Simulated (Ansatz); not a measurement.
# CH4FGaO2: the cost of one run

Program: Ansatz 0.2.0, Gaussian basis. Level of theory: the settings change from run to run. These are calculated values, not measurements.

**1. The molecule**

The structure was relaxed beforehand with PBE0-D4 in a triple-zeta def2 set.

9 atoms, charge 0, spin multiplicity 1.

Atoms are counted from 1 here; the program's logs count them from 0.

Bond lengths: C1–O2 1.414 Å, C1–H6 1.095 Å, C1–H7 1.094 Å, C1–H8 1.094 Å, O2–Ga3 1.762 Å, Ga3–O4 1.763 Å, Ga3–F5 1.743 Å, O4–H9 0.960 Å. Angles: O2–C1–H6 113.1°, O2–C1–H7 109.3°, O2–C1–H8 109.4°, H6–C1–H7 108.3°, H6–C1–H8 108.3°, H7–C1–H8 108.3°, C1–O2–Ga3 122.9°, O2–Ga3–O4 123.5°, O2–Ga3–F5 118.5°, O4–Ga3–F5 118.0°, Ga3–O4–H9 112.8°.

**2. HSE06/6-31G***

Options: charge -1, multiplicity 2, D4 dispersion, high accuracy, the search for lower states set to light.

Input file in.yaml:

```yaml
crystal:
  periodic: [false, false, false]
  atoms:
    - {symbol: C, position_ang: [0.370123, 1.381624, 0.715661]}
    - {symbol: O, position_ang: [-0.131194, 0.059998, 0.713553]}
    - {symbol: Ga, position_ang: [-0.194976, -0.938015, -0.737319]}
    - {symbol: O, position_ang: [-0.823047, -2.584676, -0.758400]}
    - {symbol: F, position_ang: [0.394346, -0.268095, -2.235085]}
    - {symbol: H, position_ang: [0.732770, 1.705786, -0.265295]}
    - {symbol: H, position_ang: [1.197181, 1.453188, 1.428451]}
    - {symbol: H, position_ang: [-0.419144, 2.069344, 1.034330]}
    - {symbol: H, position_ang: [-1.126079, -2.879153, 0.104105]}
basis:
  gaussian: {orbitals: "6-31G*"}
total_charge: -1
magnetization: {spin_polarized: true, initial_magnetization: 1}
hamiltonian: {xc: {name: HSE06}, dispersion: d4}
accuracy: high
scf: {lower_state_search: light}
output: {forces: true}
```

On the command line:

```
$ ansatz run in.yaml --threads 4 --pin off --events-out ev --progress --plain --max-ram 10444MiB
```

**Question.** How long does this run take on 4 threads of Intel Xeon Platinum 8488C, shared host, and how much memory does it need?

About 7 s, with a peak of 0.73 GiB.
